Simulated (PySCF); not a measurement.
# C2H7AlCl−: magnetic properties

Wanted: magnetic properties for C2H7AlCl− (`[CH3][AlH2-][CH2]Cl`).

Programs: PySCF 2.14.0, with routines of our own; each step states its level. All values are computed. Atoms count from 0.

## 1. The system as given

11 atoms, charge -1, multiplicity 1; geometry from: GFN2-xTB.

## 2. Optimising the geometry at PBE0-D3(BJ)/def2-SVP

The job: settings as JSON, then the geometry in Å.

```
{"job": {"xc": "PBE0", "basis": "def2-SVP", "d3": "d3bj", "grid": 1, "kind": "geom"}, "charge": -1, "multiplicity": 1}
C     -1.709108     0.153174     0.491071
Al    -0.032356    -0.659096    -0.328006
C      1.549204     0.651195    -0.052945
Cl     2.607466    -0.522540    -0.903886
H     -1.939386     1.198512     0.244368
H     -1.756891     0.090134     1.586799
H     -2.573324    -0.425281     0.135471
H      0.357046    -2.024336     0.417868
H     -0.204309    -0.857884    -1.909866
H      2.043016     0.815089     0.913429
H      1.664066     1.583702    -0.620267
```

Run with:

```
> OMP_NUM_THREADS=1 python excited_run.py task.json out
```

This one command runs all jobs of the session in turn.

The log of the run:

```text
step   0  E = -782.43401939  max force = 0.031302
step   1  E = -782.44462017  max force = 0.015114
step   2  E = -782.44761568  max force = 0.013298
step   3  E = -782.44951368  max force = 0.005258
step   4  E = -782.44989327  max force = 0.002635
step   5  E = -782.45004824  max force = 0.002511
step   6  E = -782.45010459  max force = 0.001195
step   7  E = -782.45012672  max force = 0.000539
step   8  E = -782.45015347  max force = 0.000612
step   9  E = -782.45016930  max force = 0.000707
step  10  E = -782.45019731  max force = 0.000738
step  11  E = -782.45021672  max force = 0.000710
step  12  E = -782.45023086  max force = 0.000465
step  13  E = -782.45023762  max force = 0.000193
optimisation converged
```

Run time: 31 s. Hardware: 1 thread of Intel Xeon Platinum 8375C at 2.90GHz, shared host; peak memory 0.5 GiB.

The steps of the relaxation:

| step | energy from step 0 (eV) | largest force component (eV/Å) |
| --- | --- | --- |
| 0 | 0.0000 | 1.6096 |
| 1 | -0.2885 | 0.7772 |
| 2 | -0.3700 | 0.6838 |
| 3 | -0.4216 | 0.2704 |
| 4 | -0.4320 | 0.1355 |
| 5 | -0.4362 | 0.1291 |
| 6 | -0.4377 | 0.0614 |
| 7 | -0.4383 | 0.0277 |
| 8 | -0.4390 | 0.0315 |
| 9 | -0.4395 | 0.0364 |
| 10 | -0.4402 | 0.0379 |
| 11 | -0.4408 | 0.0365 |
| 12 | -0.4411 | 0.0239 |
| 13 | -0.4413 | 0.0099 |

Distances of close pairs at the start and the end, largest changes first:

| bond | before (Å) | after (Å) | change (Å) |
| --- | --- | --- | --- |
| Al1–Cl3 | 2.705 | 3.260 | +0.555 |
| Al1–H8 | 1.604 | 1.644 | +0.040 |
| Al1–H7 | 1.604 | 1.643 | +0.040 |
| C2–Cl3 | 1.795 | 1.828 | +0.033 |
| Al1–C2 | 2.072 | 2.045 | -0.028 |
| C0–H4 | 1.098 | 1.107 | +0.008 |
| C0–H5 | 1.099 | 1.107 | +0.008 |
| C0–H6 | 1.099 | 1.106 | +0.007 |

The end geometry stands in the next job.

| at the end point | value |
| --- | --- |
| point group (found at 0.08 Å tolerance) | Cs |
| rotational constants (GHz, main isotopes) | 13.299, 1.566, 1.457 |

## 3. Magnetic properties: GIAO LDA/aug-pcSseg-1

The job: settings as JSON, then the geometry in Å.

```
{"job": {"kind": "mag", "xc": "LDA", "basis": "aug-pcSseg-1"}, "charge": -1, "multiplicity": 1}
C     -1.645328     0.201623     0.482856
Al    -0.077983    -0.745084    -0.391019
C      1.527785     0.484300    -0.090617
Cl     3.105875    -0.149876    -0.761289
H     -1.834074     1.196913     0.037330
H     -1.486629     0.360930     1.566334
H     -2.585357    -0.372520     0.381854
H      0.205028    -2.192665     0.333825
H     -0.331818    -0.921177    -2.005469
H      1.728684     0.665435     0.979433
H      1.400776     1.475394    -0.559310
```

With the program's defaults for keys left out, this is: GIAO LDA/aug-pcSseg-1 magnetisability, rotational g tensor and spin-rotation constants, non-relativistic, gas phase.

The log of the run:

```text
coarse grid: 9760 points
cycle   1  E = -779.6133423339  dE = -1.760e-01  |g| = 6.603e-01  |ddm| = 3.653e+00
cycle   2  E = -779.2682881547  dE =  3.451e-01  |g| = 1.218e+00  |ddm| = 3.864e+00
cycle   3  E = -779.7432360284  dE = -4.749e-01  |g| = 1.379e-01  |ddm| = 3.510e+00
cycle   4  E = -779.7479700183  dE = -4.734e-03  |g| = 7.215e-02  |ddm| = 3.509e-01
cycle   5  E = -779.7491817357  dE = -1.212e-03  |g| = 2.196e-02  |ddm| = 1.176e-01
cycle   6  E = -779.7492849393  dE = -1.032e-04  |g| = 8.983e-03  |ddm| = 3.334e-02
cycle   7  E = -779.7493053589  dE = -2.042e-05  |g| = 1.837e-03  |ddm| = 1.351e-02
cycle   8  E = -779.7493062991  dE = -9.402e-07  |g| = 2.927e-04  |ddm| = 3.184e-03
final grid: 83656 points
cycle   9  E = -779.7620705245  dE = -1.884e-05  |g| = 1.971e-03  |ddm| = 5.580e-02
cycle  10  E = -779.7620688881  dE =  1.636e-06  |g| = 3.192e-03  |ddm| = 7.195e-03
cycle  11  E = -779.7620715994  dE = -2.711e-06  |g| = 3.931e-04  |ddm| = 4.025e-03
cycle  12  E = -779.7620716438  dE = -4.437e-08  |g| = 1.179e-04  |ddm| = 6.921e-04
cycle  13  E = -779.7620716472  dE = -3.457e-09  |g| = 3.490e-05  |ddm| = 2.031e-04
cycle  14  E = -779.7620716475  dE = -2.397e-10  |g| = 1.249e-05  |ddm| = 5.155e-05
converged SCF energy = -779.7620716475

Magnetisability tensor (1e-30 J/T^2)
    -1236.25       54.01       55.02
       54.01    -1123.00      -17.64
       55.02      -17.64    -1132.10
isotropic -1163.78   principal values   -1280.30  -1111.16  -1099.89
isotropic susceptibility -70.085 1e-6 cm^3/mol

Inertial axes            a          b          c
rot. const./GHz     13.2986     1.5660     1.4567
chi total           -75.300    -68.037    -66.917
chi diamagnetic    -210.767   -862.628   -924.309
chi paramagnetic    135.467    794.591    857.392
quadrupole/D A      -14.197      5.796      8.401
g nuclear            0.7381     0.5578     0.5601
g electronic        -0.8464    -0.5846    -0.5867
g total             -0.1082    -0.0267    -0.0267

Spin-rotation constants (kHz, H = +C I.J)
atom  isotope        aa         bb         cc
  1   27Al        7.767      0.996      0.930
  3   35Cl        0.521      0.278      0.235
  4     1H       -1.313     -0.089     -0.038
  5     1H       -1.314     -0.090     -0.037
  6     1H       -0.143     -0.101     -0.153
  7     1H       -0.680     -0.028      0.017
  8     1H       -0.681     -0.029      0.018
  9     1H       -1.332     -0.048      0.025
 10     1H       -1.331     -0.053      0.029
  0    13C*       1.537      0.157      0.146
  2    13C*       1.805      0.314      0.360
* in the singly substituted isotopologue
```

It took 18 s on 1 thread of Intel Xeon Platinum 8375C at 2.90GHz, shared host; peak memory 0.6 GiB.

From this job:

| quantity | value |
| --- | --- |
| magnetisability | -1164·10⁻³⁰ J/T² |
| molar susceptibility | -70.1·10⁻⁶ cm³/mol |
| rotational g (a, b, c) | -0.1082, -0.0267, -0.0267 |

## 4. Magnetic properties: GIAO wB97X/aug-pcSseg-1

The job, as its differences from that of step 3:

```diff
@@ -1,2 +1,2 @@
-{"job": {"kind": "mag", "xc": "LDA", "basis": "aug-pcSseg-1"}, "charge": -1, "multiplicity": 1}
+{"job": {"kind": "mag", "xc": "wB97X", "basis": "aug-pcSseg-1"}, "charge": -1, "multiplicity": 1}
 C     -1.645328     0.201623     0.482856
```

With the program's defaults for keys left out, this is: GIAO wB97X/aug-pcSseg-1 magnetisability, rotational g tensor and spin-rotation constants, non-relativistic, gas phase.

The log of the run:

```text
coarse grid: 9760 points
cycle   1  E = -782.9676513601  dE = -2.310e-01  |g| = 3.503e-01  |ddm| = 3.257e+00
cycle   2  E = -783.0009309690  dE = -3.328e-02  |g| = 2.200e-01  |ddm| = 8.146e-01
cycle   3  E = -783.0125989308  dE = -1.167e-02  |g| = 3.412e-02  |ddm| = 3.071e-01
cycle   4  E = -783.0130506791  dE = -4.517e-04  |g| = 1.146e-02  |ddm| = 1.310e-01
cycle   5  E = -783.0131023579  dE = -5.168e-05  |g| = 3.853e-03  |ddm| = 3.472e-02
cycle   6  E = -783.0131082506  dE = -5.893e-06  |g| = 1.146e-03  |ddm| = 1.231e-02
final grid: 83656 points
cycle   7  E = -783.0436417154  dE = -7.965e-05  |g| = 5.044e-03  |ddm| = 7.059e-02
cycle   8  E = -783.0436453455  dE = -3.630e-06  |g| = 3.559e-03  |ddm| = 1.496e-02
cycle   9  E = -783.0436476242  dE = -2.279e-06  |g| = 3.790e-04  |ddm| = 4.214e-03
cycle  10  E = -783.0436476839  dE = -5.969e-08  |g| = 2.193e-04  |ddm| = 1.545e-03
cycle  11  E = -783.0436477011  dE = -1.726e-08  |g| = 4.814e-05  |ddm| = 4.926e-04
cycle  12  E = -783.0436477034  dE = -2.273e-09  |g| = 1.592e-05  |ddm| = 2.356e-04
cycle  13  E = -783.0436477037  dE = -2.481e-10  |g| = 5.805e-06  |ddm| = 7.674e-05
converged SCF energy = -783.0436477037

Magnetisability tensor (1e-30 J/T^2)
    -1218.61       48.53       48.12
       48.53    -1119.50      -14.12
       48.12      -14.12    -1129.70
isotropic -1155.93   principal values   -1257.86  -1112.10  -1097.85
isotropic susceptibility -69.612 1e-6 cm^3/mol

Inertial axes            a          b          c
rot. const./GHz     13.2986     1.5660     1.4567
chi total           -74.133    -67.730    -66.973
chi diamagnetic    -209.909   -861.922   -923.467
chi paramagnetic    135.776    794.192    856.494
quadrupole/D A      -14.292      5.958      8.334
g nuclear            0.7381     0.5578     0.5601
g electronic        -0.8483    -0.5843    -0.5861
g total             -0.1101    -0.0265    -0.0261

Spin-rotation constants (kHz, H = +C I.J)
atom  isotope        aa         bb         cc
  1   27Al        6.960      0.889      0.825
  3   35Cl        0.434      0.223      0.163
  4     1H       -1.312     -0.090     -0.041
  5     1H       -1.314     -0.092     -0.039
  6     1H       -0.140     -0.102     -0.155
  7     1H       -0.712     -0.032      0.014
  8     1H       -0.712     -0.033      0.015
  9     1H       -1.347     -0.052      0.018
 10     1H       -1.345     -0.058      0.022
  0    13C*       1.465      0.150      0.136
  2    13C*       1.703      0.287      0.331
* in the singly substituted isotopologue
```

Run time: 24 s. Hardware: 1 thread of Intel Xeon Platinum 8375C at 2.90GHz, shared host; peak memory 0.89 GiB.

Key values:

| quantity | value |
| --- | --- |
| magnetisability | -1156·10⁻³⁰ J/T² |
| molar susceptibility | -69.6·10⁻⁶ cm³/mol |
| rotational g (a, b, c) | -0.1101, -0.0265, -0.0261 |

## 5. Magnetic properties: GIAO B3LYP/ANO-RCC-VDZP

The job, as its differences from that of step 4:

```diff
@@ -1,2 +1,2 @@
-{"job": {"kind": "mag", "xc": "wB97X", "basis": "aug-pcSseg-1"}, "charge": -1, "multiplicity": 1}
+{"job": {"kind": "mag", "xc": "B3LYP", "basis": "ANO-RCC-VDZP"}, "charge": -1, "multiplicity": 1}
 C     -1.645328     0.201623     0.482856
```

Method: GIAO B3LYP/ANO-RCC-VDZP magnetisability, rotational g tensor and spin-rotation constants, non-relativistic, gas phase.

The log of the run:

```text
coarse grid: 9760 points
cycle   1  E = -782.6453148537  dE = -1.847e-01  |g| = 5.120e-01  |ddm| = 4.101e+00
cycle   2  E = -782.6098583454  dE =  3.546e-02  |g| = 6.319e-01  |ddm| = 1.652e+00
cycle   3  E = -782.7262178342  dE = -1.164e-01  |g| = 6.293e-02  |ddm| = 9.658e-01
cycle   4  E = -782.7273870857  dE = -1.169e-03  |g| = 2.098e-02  |ddm| = 1.038e-01
cycle   5  E = -782.7275079848  dE = -1.209e-04  |g| = 7.585e-03  |ddm| = 3.093e-02
cycle   6  E = -782.7275229562  dE = -1.497e-05  |g| = 2.200e-03  |ddm| = 9.874e-03
cycle   7  E = -782.7275242851  dE = -1.329e-06  |g| = 3.762e-04  |ddm| = 2.844e-03
final grid: 83656 points
cycle   8  E = -782.7288484269  dE = -1.104e-05  |g| = 4.181e-03  |ddm| = 2.769e-02
cycle   9  E = -782.7288430880  dE =  5.339e-06  |g| = 6.071e-03  |ddm| = 1.011e-02
cycle  10  E = -782.7288529880  dE = -9.900e-06  |g| = 3.649e-04  |ddm| = 6.783e-03
cycle  11  E = -782.7288530247  dE = -3.664e-08  |g| = 1.088e-04  |ddm| = 5.486e-04
cycle  12  E = -782.7288530275  dE = -2.843e-09  |g| = 4.043e-05  |ddm| = 1.606e-04
cycle  13  E = -782.7288530280  dE = -4.393e-10  |g| = 4.239e-06  |ddm| = 5.279e-05
converged SCF energy = -782.7288530280

Magnetisability tensor (1e-30 J/T^2)
    -1208.84       49.26       48.35
       49.26    -1109.89      -14.27
       48.35      -14.27    -1120.15
isotropic -1146.29   principal values   -1248.75  -1102.47  -1087.67
isotropic susceptibility -69.031 1e-6 cm^3/mol

Inertial axes            a          b          c
rot. const./GHz     13.2986     1.5660     1.4567
chi total           -73.548    -67.153    -66.393
chi diamagnetic    -209.048   -860.413   -922.030
chi paramagnetic    135.500    793.260    855.636
quadrupole/D A      -13.599      5.551      8.048
g nuclear            0.7381     0.5578     0.5601
g electronic        -0.8466    -0.5836    -0.5855
g total             -0.1084    -0.0258    -0.0255

Spin-rotation constants (kHz, H = +C I.J)
atom  isotope        aa         bb         cc
  1   27Al        9.746      1.193      1.032
  3   35Cl        0.356      0.228      0.181
  4     1H       -1.319     -0.090     -0.038
  5     1H       -1.320     -0.091     -0.037
  6     1H       -0.118     -0.102     -0.156
  7     1H       -0.719     -0.033      0.013
  8     1H       -0.720     -0.033      0.014
  9     1H       -1.349     -0.051      0.021
 10     1H       -1.347     -0.056      0.026
  0    13C*       1.570      0.167      0.154
  2    13C*       1.830      0.309      0.359
* in the singly substituted isotopologue
```

Wall time 15 s (1 thread of Intel Xeon Platinum 8375C at 2.90GHz, shared host); peak memory 0.54 GiB.

From this job:

| quantity | value |
| --- | --- |
| magnetisability | -1146·10⁻³⁰ J/T² |
| molar susceptibility | -69.0·10⁻⁶ cm³/mol |
| rotational g (a, b, c) | -0.1084, -0.0258, -0.0255 |

(Part 1 of 2 ends here.)
